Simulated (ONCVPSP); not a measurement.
**Pseudopotential generation for copper: ONCV, PBE**

Aim: build the potential from the settings below, then test how well it stands in for the atom: other configurations, scattering, ghost states and the plane-wave cutoff that it needs.

Program: ONCVPSP 4.0.1.1 (patched build). Reference atom: PBE, scalar-relativistic, spherical and spin-unpolarised. All values are calculated.

## Step 1: Starting point

Typed settings, in words:

```json
{"element": "copper (Cu, Z = 29)", "type": "optimised norm-conserving Vanderbilt (ONCV)", "frozen core": "[Ar]", "valence charge": "11", "reference configuration": "3d10 4s0.5 4p0.5", "partial waves": "4s: rc 2.00 bohr, ncon 3, nbas 8, qcut 3 1/bohr, 2 projectors, debl 1.2 Ha; 4p: rc 2.70 bohr, ncon 4, nbas 8, qcut 2.9 1/bohr, 2 projectors, debl 1.9 Ha; 3d: rc 1.05 bohr, ncon 4, nbas 9, qcut 15.9 1/bohr, 2 projectors, debl 3 Ha", "local potential": "polynomial inside 0.80 bohr (lpopt 5, dvloc0 6 Ha)", "core correction": "Teter function, fcfact 4.75, rcfact 1.8"}
```

An earlier all-electron run gives the scale for the radii.

All-electron outer shells of the reference configuration (PBE, scalar-relativistic, ld1.x):

```json
{"shell": "3s", "level (eV)": "-115.85", "outermost node (bohr)": "0.29", "outermost maximum (bohr)": "0.61"}
{"shell": "3p", "level (eV)": "-73.30", "outermost node (bohr)": "0.26", "outermost maximum (bohr)": "0.62"}
{"shell": "3d", "level (eV)": "-6.18", "outermost node (bohr)": "–", "outermost maximum (bohr)": "0.60"}
{"shell": "4s", "level (eV)": "-5.42", "outermost node (bohr)": "0.89", "outermost maximum (bohr)": "2.24"}
{"shell": "4p", "level (eV)": "-1.27", "outermost node (bohr)": "0.97", "outermost maximum (bohr)": "3.47"}
```

## Step 2: Generating the potential

Cu.dat

```
# ATOM AND REFERENCE CONFIGURATION
# atsym  z   nc   nv     iexc    psfile
  Cu 29.00    5    3        4      upf
#
#   n    l    f
    1    0    2.00
    2    0    2.00
    2    1    6.00
    3    0    2.00
    3    1    6.00
    3    2   10.00
    4    0    0.50
    4    1    0.50
#
# PSEUDOPOTENTIAL AND OPTIMIZATION
# lmax
    2
#
#   l,   rc,      ep,       ncon, nbas, qcut
    0    2.00    0.00    3    8    3.00
    1    2.70    0.00    4    8    2.90
    2    1.05    0.00    4    9   15.90
#
# LOCAL POTENTIAL
# lloc, lpopt,  rc(5),   dvloc0
    4    5    0.80    6.00
#
# VANDERBILT-KLEINMAN-BYLANDER PROJECTORs
# l, nproj, debl
    0    2    1.20
    1    2    1.90
    2    2    3.00
#
# MODEL CORE CHARGE
# icmod, fcfact, rcfact
    3    4.75    1.80
#
# LOG DERIVATIVE ANALYSIS
# epsh1, epsh2, depsh
   -2.00    5.00    0.02
#
# OUTPUT GRID
# rlmax, drl
    6.00    0.01
#
# TEST CONFIGURATIONS
# ncnf
    4
# nvcnf
#   n    l    f
    3
    3    2   10.00
    4    0    1.00
    4    1    0.00
#
    3
    3    2   10.00
    4    0    0.00
    4    1    0.00
#
    3
    3    2    9.00
    4    0    0.00
    4    1    0.00
#
    3
    3    2    9.00
    4    0    1.00
    4    1    1.00
#
```

The run is started by

```bash
$ oncvpsp.x < Cu.dat > Cu.out
```

**Question.** What will these runs give? Wanted: cutoffs for 1 and 0.1 mHa per electron, occupied waves; bound ghosts; GHOST(+) flags; largest test error; largest phase difference near zero energy, channels read; rms error of d²Exc/dn², without and with the model core.

**Answer**, as computed:

| quantity | value |
| --- | --- |
| cutoffs for 1 and 0.1 mHa per electron, occupied waves | 94 Ha and 107 Ha |
| bound ghosts | s at -61.20 eV |
| GHOST(+) flags | p at 70 eV |
| largest test error (AE − PS) | -110 meV, for 3d9 4s1 4p1 (1 test unsolved) |
| largest phase difference near zero energy, channels read | 0.001 rad |
| rms error of d²Exc/dn², without and with the model core | 5.17 and 2.15 mHa |

In words: It has a bound ghost (s), a state that the atom doesn't have, and that rules the file out. The worst unpolarised test, 3d9 4s1 4p1, is off by 110 meV on 4.8 eV; by total energies transferability rates as poor. Of the tests 1 gave no usable energy difference, which is a warning in itself. It counts as very hard, with 94 Ha needed at the looser tolerance. At the looser tolerance the 3d wave is the slowest; 4s needs 5 Ha. Near zero energy the phases of the channels with partial waves agree within 0.001 rad. The program also flags highly localised states, GHOST(+) (p). These are tests on the free atom; a crystal test is still owed.
